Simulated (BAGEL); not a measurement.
# AlNH3OF (SMILES [NH2][Al]([OH])[F]) at PBE0/cc-pVDZ (density fitting with qzvpp-jkfit)

Aim: the energy change on altering one bond length of AlNH3OF at PBE0/cc-pVDZ (density fitting with qzvpp-jkfit), from 2 runs. 

The results are computed with BAGEL 1.2.2.

## 1. The structure to begin with

AlNH3OF: 7 atoms, total charge 0, spin state singlet. As SMILES, `[NH2][Al]([OH])[F]`. The coordinates come from a PBE0-D4/def2-TZVP relaxation. This is one conformer, not always the lowest.

Bond lengths: N1–Al2 1.755 Å, Al2–O3 1.685 Å, Al2–F4 1.644 Å, N1–H5 1.006 Å, N1–H6 1.006 Å, O3–H7 0.954 Å. Angles: N1–Al2–O3 124.9°, N1–Al2–F4 118.1°, O3–Al2–F4 117.0°, Al2–N1–H5 123.7°, Al2–N1–H6 125.7°, Al2–O3–H7 124.9°, H5–N1–H6 110.6°.

## 2. A single-point energy at PBE0/cc-pVDZ (density fitting with qzvpp-jkfit)

File input.json:

```json
{ "bagel" : [

{
  "title" : "molecule",
  "basis" : "cc-pvdz.json",
  "df_basis" : "qzvpp-jkfit",
  "angstrom" : true,
  "geometry" : [
    { "atom" : "N", "xyz" : [      -0.569800,       0.926800,      -0.530800 ] },
    { "atom" : "Al", "xyz" : [      -0.133300,      -0.630000,       0.151800 ] },
    { "atom" : "O", "xyz" : [       1.368400,      -1.004200,       0.819000 ] },
    { "atom" : "F", "xyz" : [      -1.265600,      -1.822100,       0.146500 ] },
    { "atom" : "H", "xyz" : [      -1.473200,       1.130200,      -0.925100 ] },
    { "atom" : "H", "xyz" : [       0.029600,       1.732300,      -0.586700 ] },
    { "atom" : "H", "xyz" : [       2.105200,      -0.401000,       0.879500 ] }
  ]
},

{ "title" : "ks", "xc_func" : "pbe0" },

{ "title" : "print", "file" : "orbitals.molden", "orbitals" : true }

]}
```

The basis set cc-pVDZ is read from a file made from the Basis Set Exchange's data (not shown).

Run with:

```
$ BAGEL_NUM_THREADS=1 BAGEL input.json > input.out
```

Output:

```text
* using 1 threads per process

  ===============================================================
  ===============================================================

  *** Geometry ***

  { "atom" : "N", "xyz" : [     -1.076766,      1.751398,     -1.003067 ] },
  { "atom" : "Al", "xyz" : [     -0.251900,     -1.190527,      0.286860 ] },
  { "atom" : "O", "xyz" : [      2.585901,     -1.897663,      1.547686 ] },
  { "atom" : "F", "xyz" : [     -2.391637,     -3.443270,      0.276845 ] },
  { "atom" : "H", "xyz" : [     -2.783945,      2.135768,     -1.748186 ] },
  { "atom" : "H", "xyz" : [      0.055936,      3.273573,     -1.108702 ] },
  { "atom" : "H", "xyz" : [      3.978251,     -0.757780,      1.662014 ] },

  Number of auxiliary basis functions:      413

  Since a DF basis is specified, we compute 2- and 3-index integrals:
    o Being stored without compression. Storage requirement is 0.019 GB

  Number of basis functions:       75
  Number of electrons      :       40

    * METHOD: MOLECULE                             0.14

  *** Kohn-Sham DFT ***

    * Removing 11774 points whose weight is below 1.00e-10
    * Grid points: 92568

  === Nuclear Repulsion ===
   160.6811355215

       - DIIS with orbital gradients will be used.

  === KS iteration (pbe0 / cc-pvdz.json) ===
      0       -447.88467429          0.11004173           0.24
      1       -382.41053591          0.19023838           0.22
      2       -434.01997705          0.12371431           0.22
      3       -453.86370259          0.16873693           0.22
      4       -473.74832348          0.01618511           0.22
      5       -473.77795169          0.01278490           0.21
      6       -473.84917161          0.00478449           0.21
      7       -473.85903053          0.00130448           0.21
      8       -473.85967057          0.00048145           0.21
      9       -473.85982176          0.00010245           0.21
     10       -473.85982616          0.00003613           0.21
     11       -473.85982681          0.00000623           0.21
     12       -473.85982682          0.00000083           0.21
     13       -473.85982682          0.00000014           0.21
     14       -473.85982682          0.00000006           0.21
     15       -473.85982682          0.00000004           0.21
     16       -473.85982682          0.00000001           0.21
    * SCF iteration converged.

    * Permanent dipole moment:
           (   -0.475905,    -1.307719,     0.271002) a.u.

    * METHOD: KS                                   4.02

    * METHOD: PRINT                                0.01

  ===============================================================
```

Run time: 4.5 s. Hardware: 1 thread of Arm Neoverse V2, shared host; peak memory 0.34 GiB.

## 3. The distorted shape

File input.json:

```json
{ "bagel": [

{
  "title": "molecule",
  "basis": "cc-pvdz.json",
  "df_basis": "qzvpp-jkfit",
  "angstrom": true,
  "geometry": [
    { "atom": "N", "xyz": [      -0.230108,       1.284432,      -0.529210 ] },
    { "atom": "Al", "xyz": [       0.206392,      -0.272368,       0.153390 ] },
    { "atom": "O", "xyz": [       1.708092,      -0.646568,       0.820590 ] },
    { "atom": "F", "xyz": [      -1.265600,      -1.822100,       0.146500 ] },
    { "atom": "H", "xyz": [      -1.133508,       1.487832,      -0.923510 ] },
    { "atom": "H", "xyz": [       0.369292,       2.089932,      -0.585110 ] },
    { "atom": "H", "xyz": [       2.444892,      -0.043368,       0.881090 ] }
  ]
},

{ "title": "ks", "xc_func": "pbe0" },

{ "title": "print", "file": "orbitals.molden", "orbitals": true }

]}
```

The basis set cc-pVDZ is read from a file made from the Basis Set Exchange's data (not shown).

Run with:

```
$ BAGEL_NUM_THREADS=1 BAGEL input.json > input.out
```

Output:

```text
* using 1 threads per process

  ===============================================================
  ===============================================================

  *** Geometry ***

  { "atom" : "N", "xyz" : [     -0.434841,      2.427225,     -1.000062 ] },
  { "atom" : "Al", "xyz" : [      0.390024,     -0.514701,      0.289865 ] },
  { "atom" : "O", "xyz" : [      3.227826,     -1.221836,      1.550690 ] },
  { "atom" : "F", "xyz" : [     -2.391637,     -3.443270,      0.276845 ] },
  { "atom" : "H", "xyz" : [     -2.142020,      2.811595,     -1.745181 ] },
  { "atom" : "H", "xyz" : [      0.697861,      3.949399,     -1.105698 ] },
  { "atom" : "H", "xyz" : [      4.620176,     -0.081954,      1.665019 ] },

  Number of auxiliary basis functions:      413

  Since a DF basis is specified, we compute 2- and 3-index integrals:
    o Being stored without compression. Storage requirement is 0.019 GB

  Number of basis functions:       75
  Number of electrons      :       40

    * METHOD: MOLECULE                             0.14

  *** Kohn-Sham DFT ***

    * Removing 11286 points whose weight is below 1.00e-10
    * Grid points: 93056

  === Nuclear Repulsion ===
   148.3534621669

       - DIIS with orbital gradients will be used.

  === KS iteration (pbe0 / cc-pvdz.json) ===
      0       -451.99701112          0.10045471           0.25
      1       -415.39910474          0.16882510           0.24
      2       -432.61374973          0.09570586           0.24
      3       -431.65603631          0.15871121           0.24
      4       -457.47211463          0.10255811           0.24
      5       -471.90274545          0.06627651           0.24
      6       -458.41789949          0.09184441           0.24
      7       -460.55778003          0.09355377           0.24
      8       -460.97797724          0.15221340           0.23
      9       -472.73782193          0.04411191           0.23
     10       -473.66271852          0.01705565           0.23
     11       -473.66725457          0.01418669           0.23
     12       -473.79663911          0.00386529           0.24
     13       -473.80391656          0.00119951           0.23
     14       -473.80467474          0.00029708           0.23
     15       -473.80472261          0.00003910           0.23
     16       -473.80472348          0.00000942           0.23
     17       -473.80472352          0.00000084           0.23
     18       -473.80472352          0.00000053           0.23
     19       -473.80472352          0.00000022           0.23
     20       -473.80472352          0.00000025           0.23
     21       -473.80472352          0.00000004           0.23
     22       -473.80472352          0.00000001           0.24
     23       -473.80472352          0.00000000           0.24
    * SCF iteration converged.

    * Permanent dipole moment:
           (   -0.918675,    -1.825491,     0.286349) a.u.

    * METHOD: KS                                   6.04

    * METHOD: PRINT                                0.01

  ===============================================================
```

Run time: 6.6 s. Hardware: 1 thread of Arm Neoverse V2, shared host; peak memory 0.34 GiB.

## 4. Outcome

At PBE0/cc-pVDZ (density fitting with qzvpp-jkfit):

| quantity | value |
| --- | --- |
| first shape: total energy | -473.85983 Eh |
| first shape: dipole moment | 3.60 D |
| first shape: HOMO energy | -7.47 eV |
| first shape: LUMO energy | -0.09 eV |
| first shape: HOMO–LUMO gap | 7.38 eV |
| distorted shape: total energy | -473.80472 Eh |
| distorted shape: dipole moment | 5.25 D |
| distorted shape: HOMO energy | -7.93 eV |
| distorted shape: LUMO energy | -1.12 eV |
| distorted shape: HOMO–LUMO gap | 6.81 eV |
| energy change with the Al2–F4 bond stretched from 1.644 to 2.137 Å | 1.499 eV |

With the Al2–F4 bond stretched from 1.644 to 2.137 Å the energy rises by 1.50 eV (145 kJ/mol). The first shape isn't relaxed at this level, so the change isn't measured from a minimum.
